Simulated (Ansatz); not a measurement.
# C2H5AlF2O: one species, many methods

The task here is to estimate one member of a computed series from the others.

Method: functionals in def2-TZVPP, the program's frozen cores in correlated methods; program: Ansatz 0.2.0, Gaussian basis.

The runs, in order: LDA (SPW92), PBE-D4, revPBE-D4, BLYP-D4, r2SCAN-D4, B97M-V, PBE0-D4, B3LYP-D4, r2SCANh-D4, r2SCAN0-D4, HSE06-D4, BHLYP-D4, CAM-B3LYP-D4, LC-ωPBE, ωB97X-V, ωB97M-V, B2PLYP, PBE-QIDH; CCSD(T)/def2-SVP; CCSD(T)/def2-TZVPP; MP2/def2-QZVPP; extrapolation to the limit; RPA on PBE.

**Structure used throughout**

The geometry comes from an earlier relaxation with PBE0-D4 in a triple-zeta def2 set; it is a stationary point, not always the lowest conformer.

SMILES `[OH][Al]([F])[CH2]CF`, 11 atoms, charge 0, spin multiplicity 1.

Atoms are counted from 1 here; the program's logs count them from 0.

Bond lengths: O1–Al2 1.685 Å, O1–H7 0.955 Å, Al2–F3 1.649 Å, Al2–C4 1.942 Å, C4–C5 1.504 Å, C4–H8 1.097 Å, C4–H9 1.096 Å, C5–F6 1.391 Å, C5–H10 1.094 Å, C5–H11 1.094 Å. Angles: Al2–O1–H7 125.4°, O1–Al2–F3 120.1°, O1–Al2–C4 119.9°, F3–Al2–C4 120.1°, Al2–C4–C5 115.1°, Al2–C4–H8 107.8°, Al2–C4–H9 108.0°, C5–C4–H8 109.8°, C5–C4–H9 109.9°, H8–C4–H9 105.8°, C4–C5–F6 110.6°, C4–C5–H10 111.9°, C4–C5–H11 111.9°, F6–C5–H10 106.9°, F6–C5–H11 106.9°, H10–C5–H11 108.2°.

Set-up of the first run:

Contents of in.yaml:

```yaml
crystal:
  periodic: [false, false, false]
  atoms:
    - {symbol: O, position_ang: [1.034269, 1.199181, -1.646276]}
    - {symbol: Al, position_ang: [0.751203, -0.390913, -1.164588]}
    - {symbol: F, position_ang: [1.346789, -1.643715, -2.057076]}
    - {symbol: C, position_ang: [-0.278689, -0.745190, 0.442900]}
    - {symbol: C, position_ang: [-0.739884, 0.478112, 1.186384]}
    - {symbol: F, position_ang: [-1.471307, 0.118731, 2.313994]}
    - {symbol: H, position_ang: [1.526749, 1.463877, -2.421087]}
    - {symbol: H, position_ang: [-1.143690, -1.356621, 0.159130]}
    - {symbol: H, position_ang: [0.329236, -1.376042, 1.102143]}
    - {symbol: H, position_ang: [0.100386, 1.086992, 1.532622]}
    - {symbol: H, position_ang: [-1.389661, 1.108587, 0.572554]}
basis:
  gaussian: {orbitals: def2-TZVPP}
hamiltonian: {xc: lda}
output: {orbitals: {seedname: orbitals}}
```

Launch:

```sh
$ ansatz run in.yaml --threads 4 --pin off --events-out ev --progress --plain --max-ram 10444MiB
```

Among the steps run: LDA; PBE-D4 (GGA); revPBE-D4 (GGA); BLYP-D4 (GGA); r2SCAN-D4 (meta-GGA); B97M-V (meta-GGA); B3LYP-D4 (hybrid); r2SCANh-D4 (hybrid); r2SCAN0-D4 (hybrid); HSE06-D4 (hybrid); BHLYP-D4 (hybrid); CAM-B3LYP-D4 (range-separated); LC-ωPBE (range-separated); ωB97X-V (range-separated); ωB97M-V (range-separated); B2PLYP (double hybrid); PBE-QIDH (double hybrid).

One table of the session follows, with a row left open; its other results are not shown here.

It belongs to the step «Orbital energies across the functionals». 

```
  functional  HOMO (eV)  gap (eV)
 LDA (SPW92)      -7.69      6.11
      PBE-D4      -7.49      6.14
   revPBE-D4      -7.40      6.19
     BLYP-D4      -7.38      6.04
   r2SCAN-D4      -7.79      6.94
      B97M-V      -7.89      6.69
     PBE0-D4      -8.97      8.45
    B3LYP-D4      -8.73      7.88
  r2SCANh-D4      -8.35      7.76
  r2SCAN0-D4      -9.16      8.95
    HSE06-D4          ?         ?
    BHLYP-D4     -10.30     10.43
CAM-B3LYP-D4     -10.40     10.68
     LC-ωPBE     -11.74     13.33
     ωB97X-V     -11.38     12.75
     ωB97M-V     -11.26     12.26
```

**Question.** Estimate the row for HSE06-D4.

As computed: HOMO (eV): -8.56; gap (eV): 7.68. In the column «HOMO (eV)» it lies between B3LYP-D4 (-8.73) and r2SCANh-D4 (-8.35).
